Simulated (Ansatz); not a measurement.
# BFGaH6NSi: shape, modes and thermochemistry

Aim: relax BFGaH6NSi from a cheap starting geometry, check the end point by its vibrations and derive ideal-gas thermochemistry, and look at its orbitals and charge.

The runs use Ansatz 0.2.0, Gaussian basis; RKS PBE0-D4/def2-TZVP.

Plan: relaxation at PBE0-D4/def2-TZVP; harmonic vibrations at the same level; a single point in def2-TZVPP for the fields.

## (1) The starting structure

SMILES `N[SiH]([GaH2])BF`, 11 atoms, charge 0, spin multiplicity 1.

Atoms are counted from 1 here; the program's logs count them from 0.

Bond lengths: N1–Si2 1.736 Å, N1–H6 1.011 Å, N1–H7 1.008 Å, Si2–Ga3 2.540 Å, Si2–B4 1.914 Å, Si2–H8 1.473 Å, Ga3–H9 1.623 Å, Ga3–H10 1.651 Å, B4–F5 1.368 Å, B4–H11 1.179 Å. Angles: Si2–N1–H6 117.3°, Si2–N1–H7 120.7°, H6–N1–H7 109.7°, N1–Si2–Ga3 100.8°, N1–Si2–B4 125.1°, N1–Si2–H8 103.2°, Ga3–Si2–B4 69.6°, Ga3–Si2–H8 121.5°, B4–Si2–H8 128.6°, Si2–Ga3–H9 119.2°, Si2–Ga3–H10 134.0°, H9–Ga3–H10 105.9°, Si2–B4–F5 113.7°, Si2–B4–H11 127.0°, F5–B4–H11 114.7°.

The start is a GFN2-xTB geometry.

## (2) Optimising with PBE0-D4/def2-TZVP

Input file in.yaml:

```yaml
crystal:
  periodic: [false, false, false]
  atoms:
    - {symbol: N, position_ang: [-0.247880, 1.971590, 0.112500]}
    - {symbol: Si, position_ang: [0.112550, 0.591000, -0.875800]}
    - {symbol: Ga, position_ang: [0.998210, -1.026190, 0.871700]}
    - {symbol: B, position_ang: [-0.895300, -1.036130, -0.901040]}
    - {symbol: F, position_ang: [-1.625410, -1.249250, 0.235820]}
    - {symbol: H, position_ang: [-0.746180, 1.806550, 0.976280]}
    - {symbol: H, position_ang: [-0.563700, 2.833950, -0.303440]}
    - {symbol: H, position_ang: [0.985800, 1.147000, -1.923300]}
    - {symbol: H, position_ang: [0.248210, -1.131280, 2.306980]}
    - {symbol: H, position_ang: [2.391490, -1.898720, 1.024880]}
    - {symbol: H, position_ang: [-0.657770, -2.008520, -1.524580]}
basis:
  gaussian: {orbitals: def2-TZVP}
hamiltonian: {xc: pbe0, dispersion: d4}
relax: {f_tol: 0.005, max_steps: 150}
```

On the command line:

```sh
$ ansatz run in.yaml --threads 4 --pin off --events-out ev --progress --plain --max-ram 10444MiB
```

After this run come: Force constants and modes; Orbitals, density and potential.

Before running them: what should the planned runs give, taken together? Wanted: point group; shift from the start; total energy; dispersion term; dipole moment; lowest, highest wavenumber; zero-point energy; HOMO, LUMO.

As calculated:

| quantity | value |
| --- | --- |
| point group | C1 |
| steps | 52 |
| shift from the start (rms) | 0.924 Å |
| total energy | -65224.6881 eV |
| dispersion term | -212 meV |
| dipole moment | 1.50 D |
| lowest, highest wavenumber | 45, 3697 cm⁻¹ |
| zero-point energy | 166.4 kJ/mol |
| entropy at 298.15 K | 402.0 J/(mol K) |
| HOMO, LUMO | -7.09, -2.15 eV |

**Reading.** The atoms moved 0.92 Å (rms) from the start; the bond that changed most is Si2–Ga3, from 2.540 to 2.414 Å. No mode is imaginary: a true minimum at this level. The stiffest mode, 3697 cm⁻¹, is an N–H stretch, and 5 modes under 200 cm⁻¹ make the vibrational entropy uncertain. Harmonic hybrid wavenumbers usually lie a few per cent above measured fundamentals. The largest Mulliken charge, -0.63 e, sits on N1. The HOMO lies mostly on N1 22 %; Si2 21 % and the LUMO on Ga3 44 %; B4 13 %.
